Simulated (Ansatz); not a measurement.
# InSe: the cost of one run

Method: DFT PBEsol, scalar-relativistic, plane waves, PAW, in Ansatz 0.2.0.

2 further runs of the same task are left out: 2 set aside as unsound or not needed.

## Step 1: The system as given

The structure is hexagonal, space group P6_3/mmc (No. 194). Conventional cell: a = 4.006 Å, b = 4.006 Å, c = 17.002 Å, α = 90.00°, β = 90.00°, γ = 120.00°. In (site symmetry 3m) has 3 Se at 2.64 Å and 1 In at 2.78 Å as nearest neighbours. Se (site symmetry 3m) is surrounded by 3 In at 2.64 Å.

Structure file:

```cif
data_structure
_symmetry_space_group_name_H-M 'P6_3/mmc'
_symmetry_Int_Tables_number 194
_cell_length_a 4.0059
_cell_length_b 4.0059
_cell_length_c 17.0022
_cell_angle_alpha 90.000
_cell_angle_beta 90.000
_cell_angle_gamma 120.000
_cell_volume 236.28
loop_
_atom_site_label
_atom_site_type_symbol
_atom_site_symmetry_multiplicity
_atom_site_Wyckoff_symbol
_atom_site_fract_x
_atom_site_fract_y
_atom_site_fract_z
_atom_site_occupancy
In1 In 4 f 0.33333 0.66667 0.16835 1
Se1 Se 4 f 0.33333 0.66667 0.59313 1
```

It is the result of an earlier relaxation at this level (volume 29.53 Å³/atom; gap on the mesh: 0.43 eV).

## Step 2: Bands, states and charges

input.yaml reads:

```yaml
crystal:
  lattice:
    - [4.0058502065, 0.0, 0.0]
    - [-2.0029251032, 3.4691680426, 0.0]
    - [0.0, 0.0, 17.0021647412]
  atoms:
    - { symbol: In, position: [0.3333333333, 0.6666666667, 0.1683452176] }
    - { symbol: In, position: [0.6666666667, 0.3333333333, 0.6683452176] }
    - { symbol: In, position: [0.3333333333, 0.6666666667, 0.3316547824] }
    - { symbol: In, position: [0.6666666667, 0.3333333333, 0.8316547824] }
    - { symbol: Se, position: [0.3333333333, 0.6666666667, 0.593128363] }
    - { symbol: Se, position: [0.6666666667, 0.3333333333, 0.093128363] }
    - { symbol: Se, position: [0.3333333333, 0.6666666667, 0.906871637] }
    - { symbol: Se, position: [0.6666666667, 0.3333333333, 0.406871637] }
basis:
  ecutwfc: 420
kpoints:
  mp_grid: { grid: [12, 12, 2] }
  band_path:
    path:
      - [[0.0, 0.0, 0.0], [0.5, 0.0, 0.0], [0.33333333, 0.33333333, 0.0], [0.0, 0.0, 0.0], [0.0, 0.0, 0.5], [0.5, 0.0, 0.5], [0.33333333, 0.33333333, 0.5], [0.0, 0.0, 0.5]]
      - [[0.5, 0.0, 0.5], [0.5, 0.0, 0.0]]
      - [[0.33333333, 0.33333333, 0.5], [0.33333333, 0.33333333, 0.0]]
    npoints: 14
hamiltonian:
  xc: pbesol
scf:
  occupations: { method: gaussian, width: 0.02 }
  n_extra_bands: 20
output:
  forces: true
  stress: true
  eigenvalues: true
  populations: true
  dos: { projected: true, de: 0.02, nscf_kmesh: { grid: [18, 18, 3] } }
  bader: true
  write_density: true
  write_potential: true
  elf: true
  volumetric_format: npy
```

On the command line:

```
ansatz run input.yaml --threads 2 --pin off --max-ram 5120MiB --backend cpu --events-out ev --progress --plain --runs-dir out
```

What time and memory should one allow on 2 threads of Intel Xeon Platinum 8259CL at 2.50GHz (Skylake/Cascade Lake), shared host?

About 2 min, with a peak of 1.5 GiB.
